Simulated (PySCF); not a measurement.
# BiF+: from the state search to spectroscopic constants

One job finds the state of BiF+, follows it along the bond with each method and fits the curves.

The runs use PySCF 2.14.0; Bi def2-SVP with ECP60, F def2-SVP, scalar-relativistic core potentials.

## (1) The job

Settings of the job:

| Item | Value |
| --- | --- |
| atoms | Bi, F |
| charge | 1 |
| basis | Bi def2-SVP with ECP60, F def2-SVP |
| Hamiltonian | scalar-relativistic core potentials |
| basis functions | 40 |
| electrons treated | 31 |
| masses in u | 208.9804, 18.9984 |
| levels | PBE0, PBE, r²SCAN, MN15, M06-L, B3LYP, ωB97X, HF, MP2, SCS-MP2, CCSD, CCSD(T) |
| grid | 80 radial by 434 angular points |
| occupations | held fixed by the projection of orbital angular momentum |
| dissociation limit | Bi+ + F, each in its ground configuration |
| starting distance in angstrom | 2.175 |
| values of 2S to try | 1, 3 |

The run is started by

```
$ OMP_NUM_THREADS=1 python dia.py task.json out
```

The runs that follow: The PBE0 curve of the state that the search chose; Other states along the same grid; PBE (GGA); r²SCAN (meta-GGA); MN15; M06-L; B3LYP (global hybrid GGA); ωB97X; UHF (mean field); Correlated methods on the Hartree–Fock reference.

Before running it: what results should come out? Wanted: for each run, Re; ωe; De; μ.

As calculated:

Lowest PBE0 solution found, without spin–orbit coupling: ²Π (doublet), unpaired electrons π ↑. State 2 has its PBE0 minimum 3.26 eV higher. The other levels ran on the lowest alone.

```
      level  Re (Å)  ωe (cm⁻¹)  De (eV)  μ (D)
        UHF   1.964        691     1.43  -4.02
    UHF-MP2   1.984        663     3.49    n/a
UHF-SCS-MP2   1.986        658     3.33    n/a
   UHF-CCSD   1.985        660     3.09    n/a
UHF-CCSD(T)   1.991        646     3.24    n/a
        PBE   2.008        623     4.34  -2.83
     r²SCAN   1.991        647     3.90  -3.06
      M06-L   2.001        637     4.22  -3.29
      B3LYP   1.993        647     3.86  -3.16
       PBE0   1.983        659     3.69  -3.23
       MN15   1.976        671     3.70  -3.28
      ωB97X   1.978        674     3.99  -3.31
```

De is counted to Bi+ + F in their ground configurations. A positive dipole points from Bi to F; in an ion it is taken about the centre of mass and does not tell which atom is negative.

The methods spread over 0.044 Å in bond length, from UHF to PBE. Of the levels with a De here, UHF gives the least (1.43 eV) and PBE the most (4.34 eV).

Correlated steps freeze 5 core orbitals. These are scalar-relativistic numbers at best; spin–orbit coupling would shift them, the dissociation energy most. T1 is 0.021 near the minimum (highest on the curve 0.063), which may point to more than one leading configuration. With spin–orbit coupling the term label itself may not hold.
